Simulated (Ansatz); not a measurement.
# Ca2F: the cost of one run

Method: DFT PBE, scalar-relativistic, plane waves, PAW, in Ansatz 0.2.0.

### 1 Starting point

Symmetry: P6/mmm, No. 191, hexagonal system. The conventional cell has a = 3.392 Å, b = 3.392 Å, c = 17.000 Å, α = 90.00°, β = 90.00°, γ = 120.00°. Around Ca (site symmetry 6mm) lie 1 F at 1.50 Å. F (site symmetry 6/mmm) is surrounded by 2 Ca at 1.50 Å.

Structure file:

```
Ca F
1.0
     3.39167    0.00000    0.00000
    -1.69583    2.93727    0.00000
     0.00000    0.00000   17.00000
Ca F
2 1
Direct
  0.00000 0.00000 0.58809
  0.00000 0.00000 0.41191
  0.00000 0.00000 0.50000
```

The cell is invented: random sheet by layer group and Wyckoff sites. Its size is a rough estimate.

Only a and b are periodic; c spans vacuum, so the box's volume, pressure and space group aren't properties of the sheet.

### 2 The guess as it stands, on a coarse mesh

input.yaml

```yaml
crystal:
  lattice:
    - [3.39167, 0.0, 0.0]
    - [-1.695835, 2.937272, 0.0]
    - [0.0, 0.0, 17.0]
  atoms:
    - { symbol: Ca, position: [0.0, 0.0, 0.58809197] }
    - { symbol: Ca, position: [0.0, 0.0, 0.41190803] }
    - { symbol: F, position: [0.0, 0.0, 0.5] }
  periodic: [true, true, false]
basis:
  ecutwfc: 420
kpoints:
  mp_grid: { grid: [6, 6, 1] }
hamiltonian:
  xc: pbe
scf:
  occupations: { method: gaussian, width: 0.1 }
  lower_state_search: "off"
output:
  forces: true
  stress: true
  eigenvalues: true
```

The run is started by

```bash
> ansatz run input.yaml --threads 1 --pin off --max-ram 2048MiB --backend cpu --events-out ev --progress --plain --runs-dir out
```

**Question.** How long does this run take on 1 thread of Arm Neoverse V2, shared host, and how much memory does it need?

About 2.4 s, with a peak of 0.41 GiB.
